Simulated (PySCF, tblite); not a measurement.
**C₇H₁₁FOSi: geometry, infrared bands and NMR shifts**

Wanted: the infrared bands and NMR shifts of C₇H₁₁FOSi (`C#C[Si@H]1[C@H](F)[C@@H]1OC(C)C`), by calculation.

Programs: tblite 0.8.0 and PySCF 2.14.0, with density-fitted response routines of our own. Each step states its level of theory. These are calculated values for one molecule in the gas phase, unless marked as measured. Atoms are numbered from 0 throughout.

## Step 1: Starting geometry

21 atoms, charge 0, multiplicity 1; geometry from: force field or distance geometry start.

Bonds of the start (Å): C0–C1 1.21, C1–Si2 1.88, Si2–C3 1.76, C3–F4 1.40, C3–C5 1.46, C5–O6 1.46, O6–C7 1.43, C7–C8 1.52, C7–C9 1.53, C5–Si2 2.30, C0–H10 1.06, Si2–H11 1.49, C3–H12 1.10, C5–H13 1.09, C7–H14 1.10, C8–H15 1.09, C8–H16 1.09, C8–H17 1.10, C9–H18 1.09, C9–H19 1.10, C9–H20 1.10.

## Step 2: Geometry optimisation with GFN2-xTB

What the job is given:

```
{"job": {"kind": "relax", "xc": "GFN2-xTB", "basis": "xTB"}, "charge": 0, "multiplicity": 1}
C      4.765500     0.578800     0.655700
C      3.839300    -0.014500     0.148200
Si     2.414800    -0.963400    -0.620200
C      1.157300    -1.566400     0.460900
F      0.256900    -2.516400    -0.022500
C      0.627700    -0.209700     0.612800
O     -0.337700     0.255900    -0.371900
C     -1.593700     0.591600     0.220000
C     -2.260200     1.611400    -0.688700
C     -2.460900    -0.667700     0.341500
H      5.562700     1.117700     1.095100
H      2.034000    -0.428500    -1.959100
H      1.533100    -2.013800     1.394400
H      1.183600     0.531300     1.185100
H     -1.448900     1.044300     1.206900
H     -1.635100     2.504800    -0.773700
H     -2.402500     1.220200    -1.698200
H     -3.240500     1.915600    -0.296500
H     -2.566300    -1.159800    -0.627500
H     -1.983000    -1.390000     1.016700
H     -3.455200    -0.424700     0.730900
```

Started as:

```sh
OMP_NUM_THREADS=1 python probes_run.py task.json out
```

This one command runs all jobs of the session in turn.

**Question.** This job is followed by: GFN2-xTB harmonic vibrations, gas phase; GIAO PBE0/pcSseg-1 NMR shielding, non-relativistic, gas phase. What will the session give for the following? strongest single infrared mode (GFN2-xTB); zero-point energy (GFN2-xTB); ¹³C shifts against TMS (PBE0/pcSseg-1); ¹H shifts against TMS (PBE0/pcSseg-1, means over atoms taken as alike); ²⁹Si shifts against TMS (PBE0/pcSseg-1); ¹⁹F shifts against CFCl3 (PBE0/pcSseg-1); ¹⁷O shifts against H2O (PBE0/pcSseg-1); surface potential, 1st and 99th percentile.

**Answer**, as computed:

```
                                                              quantity                                          value
                             strongest single infrared mode (GFN2-xTB)                          2412 cm⁻¹, 220 km/mol
                                          zero-point energy (GFN2-xTB)                                  99.4 kcal/mol
                                ¹³C shifts against TMS (PBE0/pcSseg-1)  103.1, 83.9, 82.4, 80.4, 65.1, 26.0, 24.7 ppm
¹H shifts against TMS (PBE0/pcSseg-1, means over atoms taken as alike)   5.14, 3.80, 3.69, 3.64, 1.72, 1.27, 1.26 ppm
                               ²⁹Si shifts against TMS (PBE0/pcSseg-1)                                     -142.3 ppm
                              ¹⁹F shifts against CFCl3 (PBE0/pcSseg-1)                                     -270.6 ppm
                                ¹⁷O shifts against H2O (PBE0/pcSseg-1)                                       59.5 ppm
                                 surface potential, 1st and 99th percentile                             -1.30 V and 1.61 V
```

**Reading.** Relaxing lowered the energy by 1.410 eV in 162 steps; the close pair that moved most is Si2–C5, from 2.298 to 1.901 Å. No mode is imaginary among the 57: a minimum at this level. The strongest single mode, at 2412 cm⁻¹, moves mainly H11. GFN2-xTB is a fitted tight-binding method: band positions and strengths are rough. Its intensities can rank the bands wrongly. The most deshielded hydrogen is H12 (hydrogen on a three-membered-ring carbon bearing a halogen), at 5.14 ppm: its carbon carries F, an electronegative neighbour. At PBE0/pcSseg-1, counted by nearest atom on the grid, the HOMO lies on Si2 24 %; C5 19 %, the LUMO on Si2 22 %; C0, C1 about 20 % each.
